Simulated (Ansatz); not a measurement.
# YSi: properties at the relaxed cell

An exercise on one series of results from a longer session: the logs are not shown, and one member is left open.

Program: Ansatz 0.2.0. Level of theory: DFT PBEsol, scalar-relativistic, plane waves, PAW. These are calculated values, not measurements.

1 further run of the same task is left out (set aside as unsound or not needed).

## The starting structure

It takes space group Cmcm (No. 63, orthorhombic). Conventional cell: a = 4.234 Å, b = 10.453 Å, c = 3.808 Å, α = 90.00°, β = 90.00°, γ = 90.00°. Y (site symmetry m2m) has 7 Si at 2.93 to 3.10 Å as nearest neighbours. Si (site symmetry m2m) has 2 Si at 2.48 Å and 7 Y at 2.93 to 3.10 Å as nearest neighbours.

Coordinates:

```
CELL_PARAMETERS angstrom
2.11708 -5.22663 0.00000
2.11708 5.22663 0.00000
0.00000 0.00000 3.80807
ATOMIC_POSITIONS crystal
Y 0.14033 0.85967 0.25000
Y 0.85967 0.14033 0.75000
Si 0.42377 0.57623 0.25000
Si 0.57623 0.42377 0.75000
```

It goes back to an entry of the Materials Project.

It is the result of an earlier relaxation at this level (volume 21.07 Å³/atom; gap on the mesh: none (metal)).

The first run:

The input, input.yaml:

```yaml
crystal:
  lattice:
    - [2.1170776308, -5.2266252461, 0.0]
    - [2.1170776308, 5.2266252461, 0.0]
    - [0.0, 0.0, 3.8080719604]
  atoms:
    - { symbol: "Y", position: [0.1403257776, 0.8596742224, 0.25] }
    - { symbol: "Y", position: [0.8596742224, 0.1403257776, 0.75] }
    - { symbol: Si, position: [0.4237684923, 0.5762315077, 0.25] }
    - { symbol: Si, position: [0.5762315077, 0.4237684923, 0.75] }
basis:
  ecutwfc: 420
kpoints:
  mp_grid: { grid: [10, 10, 12] }
  band_path:
    path:
      - [[0.0, 0.0, 0.0], [-0.5, 0.5, 0.0], [-0.29101766, 0.70898234, 0.0]]
      - [[0.29101766, 0.29101766, 0.0], [0.0, 0.0, 0.0], [0.0, 0.0, 0.5], [0.29101766, 0.29101766, 0.5]]
      - [[-0.29101766, 0.70898234, 0.5], [-0.5, 0.5, 0.5], [-0.5, 0.5, 0.0]]
      - [[0.0, 0.0, 0.0], [0.0, 0.5, 0.0], [0.0, 0.5, 0.5], [0.0, 0.0, 0.5], [-0.5, 0.5, 0.5]]
    npoints: 14
hamiltonian:
  xc: pbesol
scf:
  occupations: { method: gaussian, width: 0.1 }
  n_extra_bands: 10
output:
  forces: true
  stress: true
  eigenvalues: true
  populations: true
  dos: { projected: true, de: 0.02, nscf_kmesh: { grid: [15, 15, 18] } }
  bader: true
  write_density: true
  write_potential: true
  elf: true
  volumetric_format: npy
```

The run is started by

```bash
$ ansatz run input.yaml --threads 1 --pin off --max-ram 2560MiB --backend cpu --events-out ev --progress --plain --runs-dir out
```

Among the steps run: Bands, states and charges; Volume × 0.97; Point at V/V0 = 1.03; Point at V/V0 = 0.94; The cell scaled to 1.06 of its volume.

One of the session's tables, all rows but one given; the rest of the session is left out.

It belongs to the step «Equation of state». 

```
volume (Å³/atom)  energy above the lowest point (meV/atom)  pressure (GPa)
          19.804                                      25.2            6.73
          20.436                                       6.0            3.10
          21.068                                       0.0            0.00
          21.701                                         ?               ?
          22.333                                      20.6           -4.95
```

Estimate the missing values for volume (Å³/atom) = 21.701.

Worked estimate for «energy above the lowest point (meV/atom)». A straight line through the neighbours (21.068, 0.0) and (22.333, 20.6) gives 0.0 + (20.6 − 0.0) × (21.701 − 21.068) / (22.333 − 21.068) = 10.3; a parabola fitted to 3 rows on both sides gives 4.9.

As computed: energy above the lowest point (meV/atom): 5.4; pressure (GPa): -2.67. In «energy above the lowest point (meV/atom)» the line misses by +4.9 and the parabola by -0.5.
